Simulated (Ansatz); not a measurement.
# FH5SeSi: the cost of one run

Method: CAM-B3LYP-D4/def2-SVP; program: Ansatz 0.2.0, Gaussian basis.

## (1) Starting geometry

The start, a first-order saddle point found at PBE0-D4 in triple zeta: 8 atoms, charge 0, spin multiplicity 1.

Atoms are counted from 1 here; the program's logs count them from 0.

Bond lengths: Si1–H3 1.476 Å, Si1–H4 1.488 Å, Si1–H5 1.487 Å, F2–H6 1.124 Å, H6–Se7 1.762 Å, Se7–H8 1.469 Å. Angles: H3–Si1–H4 111.4°, H3–Si1–H5 111.1°, H4–Si1–H5 101.9°, F2–H6–Se7 140.5°, H6–Se7–H8 93.5°.

Geometry (Å):

```
Si   -0.6247    0.1047   -0.5765
F     1.2750    0.1762   -0.8717
H    -0.9334   -1.2164   -1.1586
H    -1.7084    0.5637    0.3346
H    -0.6314    1.1647   -1.6200
H     1.4526   -0.2947    0.1330
Se    0.5623   -0.8948    1.5307
H     0.6079    0.3966    2.2285
```

## (2) Dynamics

The input, md/in.yaml:

```yaml
crystal:
  periodic: [false, false, false]
  atoms:
    - {symbol: Si, position_ang: [-0.624732, 0.104701, -0.576512]}
    - {symbol: F, position_ang: [1.275020, 0.176240, -0.871657]}
    - {symbol: H, position_ang: [-0.933360, -1.216357, -1.158551]}
    - {symbol: H, position_ang: [-1.708373, 0.563673, 0.334621]}
    - {symbol: H, position_ang: [-0.631369, 1.164722, -1.620044]}
    - {symbol: H, position_ang: [1.452606, -0.294728, 0.133015]}
    - {symbol: Se, position_ang: [0.562347, -0.894849, 1.530669]}
    - {symbol: H, position_ang: [0.607860, 0.396599, 2.228458]}
basis:
  gaussian: {orbitals: def2-SVP}
hamiltonian: {xc: {name: CAM-B3LYP}, dispersion: d4}
md: {n_steps: 60, timestep: 0.75, temperature: 300, ensemble: nvt_nose_hoover, seed: 48, initial_velocities: maxwell_boltzmann}
```

Launch:

```sh
$ ansatz run in.yaml --threads 4 --pin off --events-out ev --progress --plain --max-ram 9574MiB
```

**Question.** How long does this run take on 4 threads of AMD EPYC, shared host?

About 2.9 min.
